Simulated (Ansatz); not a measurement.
# H4OSn: the cost of one run

All numbers below are computed with Ansatz 0.2.0 (RKS BHLYP-D4/def2-SVP).

1 further run of the same task is left out (it didn't finish).

## Step 1: The structure to begin with

Bond lengths: Sn1–O2 2.160 Å, O2–H3 1.010 Å, Sn1–H4 1.940 Å, Sn1–H5 1.739 Å, Sn1–H6 1.739 Å. Angles: Sn1–O2–H3 74.6°, O2–Sn1–H4 38.9°, O2–Sn1–H5 123.2°, O2–Sn1–H6 123.2°, H4–Sn1–H5 122.7°, H4–Sn1–H6 122.7°, H5–Sn1–H6 109.5°.

Coordinates:

```xyz
6

Sn    0.0000    0.0000    0.0000
O     1.2811    0.0000    1.7390
H     0.3715   -0.2814    2.0762
H     1.8761    0.0000    0.4941
H    -0.8195    1.4198   -0.5794
H    -0.8195   -1.4198   -0.5794
```

## Step 2: A restrained relaxation towards end A

Springs on the bonds that form and break draw the guess towards this end; the thresholds are loose.

Input file input.yaml:

```yaml
crystal:
  periodic: [false, false, false]
  atoms:
    - { symbol: Sn, position_ang: [0.0, 0.0, 0.0] }
    - { symbol: O, position_ang: [1.2811, 0.0, 1.739] }
    - { symbol: H, position_ang: [0.3715, -0.2814, 2.0762] }
    - { symbol: H, position_ang: [1.8761, 0.0, 0.4941] }
    - { symbol: H, position_ang: [-0.8195, 1.4198, -0.5794] }
    - { symbol: H, position_ang: [-0.8195, -1.4198, -0.5794] }
basis:
  gaussian: { orbitals: def2-SVP }
hamiltonian:
  xc: { name: BHLYP }
  dispersion: d4
relax:
  f_tol: 0.15
  max_steps: 25
  restrain:
    - { distance: [1, 3], at: 2.21, k: 30.0 }
    - { distance: [0, 1], at: 1.96, k: 30.0 }
    - { distance: [0, 3], at: 1.74, k: 30.0 }
```

Run with:

```
ansatz run input.yaml --threads 1 --pin off --max-ram 2048MiB --backend cpu --events-out ev --progress --plain --runs-dir out
```

What time and memory should one allow on 1 thread of AMD EPYC 9R45 (Zen 5), shared host?

About 5.9 s, with a peak of 0.13 GiB.
